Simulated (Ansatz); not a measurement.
# Sn: the cost of one run

Computed with the Python package of Ansatz 0.2.0. Level of theory: DFT PBEsol, plane waves, PAW.

### 1 The system

It takes space group Fd-3m (No. 227, cubic). Conventional cell: a = 6.467 Å, b = 6.467 Å, c = 6.467 Å, α = 90.00°, β = 90.00°, γ = 90.00°. Sn (site symmetry -43m) is surrounded by 4 Sn at 2.80 Å.

The script holds or builds the structure itself.

### 2 The code

Input file run_eos.py:

```python
# -*- coding: utf-8 -*-
"""Bulk modulus of Sn from an E(V) curve."""

import warnings

import ansatz as az
import numpy as np

SMEARING = "gaussian"
FUNCTIONAL = "PBEsol"
CUTOFF = 500
KGRID = (7, 7, 7)

vectors0 = np.array([
    [0.0, 3.2333428, 3.2333428],
    [3.2333428, 0.0, 3.2333428],
    [3.2333428, 3.2333428, 0.0],
])
sites = [
    ("Sn", (0.0, 0.0, 0.0)),
    ("Sn", (0.25, 0.25, 0.25)),
]


def on_lattice(cell):
    crystal = az.Crystal(lattice=az.Lattice.of(cell))
    for symbol, position in sites:
        crystal = crystal.atom(symbol, position)
    return crystal


def main():
    warnings.simplefilter("ignore", az.DeckWarning)

    # scale the volume, keep shape and fractions
    volumes, energies = [], []
    for scale in np.linspace(0.9, 1.1, 9):
        cell = vectors0 * scale ** (1 / 3)
        calc = (
            on_lattice(cell).calculation()
            .pseudopotentials("paw")
            .occupations(SMEARING)  # the run then minimises F = E - TS
            .functional(FUNCTIONAL)
            .basis(CUTOFF)  # plane waves up to this kinetic energy
            .kpoints(*KGRID)  # sampling of the Brillouin zone
        )
        rep = calc.run(threads=1, pin="off").report
        volumes.append(abs(np.linalg.det(cell)) / len(sites))
        energies.append(rep["free_energy_ev"] / len(sites))
        print(f"V = {volumes[-1]:8.4f} A^3/atom  F = {energies[-1]:.5f} eV/atom")

    # third-order Birch-Murnaghan: a cubic in V^(-2/3)
    x = np.array(volumes) ** (-2 / 3)
    poly = np.polynomial.Polynomial.fit(x, energies, 3).convert()
    roots = poly.deriv().roots()
    x0 = min((r.real for r in roots if abs(r.imag) < 1e-9 and poly.deriv(2)(r.real) > 0), key=lambda r: abs(r - x.mean()))
    v0 = x0 ** -1.5
    b0 = 4 / 9 * poly.deriv(2)(x0) * v0 ** (-7 / 3) * 160.21766
    b1 = 4 + 2 / 3 * x0 * poly.deriv(3)(x0) / poly.deriv(2)(x0)
    print(f"V0 = {v0:.4f} A^3/atom, B0 = {b0:.1f} GPa, dB/dP = {b1:.2f}")


if __name__ == "__main__":
    main()
```

### 3 What the engine is handed

The engine receives this input (first run):

```yaml
crystal:
  lattice:
    - [0.0, 3.121758150191044, 3.121758150191044]
    - [3.121758150191044, 0.0, 3.121758150191044]
    - [3.121758150191044, 3.121758150191044, 0.0]
  atoms:
    - { symbol: Sn, position: [0.0, 0.0, 0.0] }
    - { symbol: Sn, position: [0.25, 0.25, 0.25] }
basis:
  ecutwfc: 500.0
kpoints:
  mp_grid:
    grid: [7, 7, 7]
hamiltonian:
  xc: pbesol
  pseudopotentials:
    kind: paw
scf:
  occupations:
    method: gaussian
```

### 4 Launch

On the command line:

```console
$ python run_eos.py
```

Q: Estimate wall time and peak memory on 1 thread of Arm Neoverse V2, shared host.

About 12 s, with a peak of 0.39 GiB.
